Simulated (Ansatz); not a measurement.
**AlClFHZn: a ladder of functionals and wavefunction methods**

Aim: compute AlClFHZn with functionals from several rungs and with coupled cluster. The yardstick is the atomisation energy at the CCSD(T) limit.

Method: functionals in def2-TZVPP, the program's frozen cores in correlated methods; program: Ansatz 0.2.0, Gaussian basis.

The runs, in order: LDA (SPW92), PBE-D4, revPBE-D4, BLYP-D4, r2SCAN-D4, B97M-V, PBE0-D4, B3LYP-D4, r2SCANh-D4, r2SCAN0-D4, HSE06-D4, BHLYP-D4, CAM-B3LYP-D4, LC-ωPBE, ωB97X-V, ωB97M-V, B2PLYP, PBE-QIDH; CCSD(T)/def2-SVP; CCSD(T)/def2-TZVPP; MP2/def2-QZVPP; extrapolation to the limit; RPA on PBE.

## (1) Structure used throughout

All runs share one geometry, relaxed beforehand with PBE0-D4 in a triple-zeta def2 set.

5 atoms, charge 0, spin multiplicity 1.

Atoms are counted from 1 here; the program's logs count them from 0.

Bond lengths: F1–Al2 1.651 Å, Al2–Cl3 2.101 Å, Al2–H5 1.570 Å. Angles: F1–Al2–Cl3 116.7°, F1–Al2–H5 119.6°, Cl3–Al2–H5 120.7°.

As a file:

```
F     0.55671    0.75743    1.47736
Al   -0.06183   -0.29915    0.36899
Cl    1.31105   -1.55535   -0.60737
Zn   -0.16541    1.67823   -1.68447
H    -1.59073   -0.65485    0.40410
```

## (2) LDA

This LDA is Slater exchange with PW92 correlation.

File in.yaml:

```yaml
crystal:
  periodic: [false, false, false]
  atoms:
    - {symbol: F, position_ang: [0.556712, 0.757425, 1.477357]}
    - {symbol: Al, position_ang: [-0.061828, -0.299153, 0.368988]}
    - {symbol: Cl, position_ang: [1.311053, -1.555348, -0.607374]}
    - {symbol: Zn, position_ang: [-0.165410, 1.678225, -1.684468]}
    - {symbol: H, position_ang: [-1.590726, -0.654849, 0.404096]}
basis:
  gaussian: {orbitals: def2-TZVPP}
hamiltonian: {xc: lda}
output: {orbitals: {seedname: orbitals}}
```

On the command line:

```console
$ ansatz run in.yaml --threads 2 --pin off --events-out ev --progress --plain --max-ram 4352MiB
```

After this run come: PBE-D4 (GGA); revPBE-D4 (GGA); BLYP-D4 (GGA); r2SCAN-D4 (meta-GGA); B97M-V (meta-GGA); PBE0-D4 (hybrid); B3LYP-D4 (hybrid); r2SCANh-D4 (hybrid); r2SCAN0-D4 (hybrid); HSE06-D4 (hybrid); BHLYP-D4 (hybrid); CAM-B3LYP-D4 (range-separated); LC-ωPBE (range-separated); ωB97X-V (range-separated); ωB97M-V (range-separated); B2PLYP (double hybrid); PBE-QIDH (double hybrid); CCSD(T) in def2-SVP; CCSD(T) in def2-TZVPP; MP2 in def2-QZVPP; RPA on PBE orbitals.

Before running them: what should the planned runs give, taken together? Wanted: atomisation energy, CCSD(T)/CBS; farthest beyond LDA; mean size of error, GGA; mean size of error, meta-GGA; mean size of error, hybrid; mean size of error, range-separated; mean size of error, double hybrid; gap, smallest and largest; T1 diagnostic.

**Answer**, as computed:

```
                               quantity                                   value
        atomisation energy, CCSD(T)/CBS                          325.3 kcal/mol
functionals within 1.6 kcal/mol (0.5 %)                       PBE-D4, r2SCAN-D4
                    farthest beyond LDA               BHLYP-D4 (-15.3 kcal/mol)
                mean size of error, GGA                            5.7 kcal/mol
           mean size of error, meta-GGA                            1.6 kcal/mol
             mean size of error, hybrid                            7.6 kcal/mol
    mean size of error, range-separated                            3.4 kcal/mol
      mean size of error, double hybrid                            7.4 kcal/mol
              gap, smallest and largest  3.77 eV (revPBE-D4), 9.48 eV (LC-ωPBE)
                          T1 diagnostic                                  0.0129
triples share of the correlation energy                                   3.2 %
```

The LDA atomisation energy is off by 37.5 kcal/mol (12 %): it overbinds. PBE-D4 misses by -1.0 kcal/mol. Double hybrids carry the basis error of their MP2 part in triple zeta, and no dispersion term here, so their miss is partly the set-up's. By mean error the best rung here is meta-GGA (1.6 kcal/mol) and the worst beyond LDA is hybrid (7.6 kcal/mol). The mean of the hybrids holds BHLYP, with half exact exchange. The reference freezes the cores and leaves out relativity and excitations past (T), so misses under about 1.6 kcal/mol can't be ranked. Hartree-Fock recovers 75 % of the binding; the rest is correlation. CCSD(T) in def2-SVP is off by -25.4 kcal/mol, so the small basis spoils what the method gains. Orbital gaps span 3.8 to 9.5 eV; exact exchange widens them. For Zn the d shell is correlated and the shells below it are frozen.
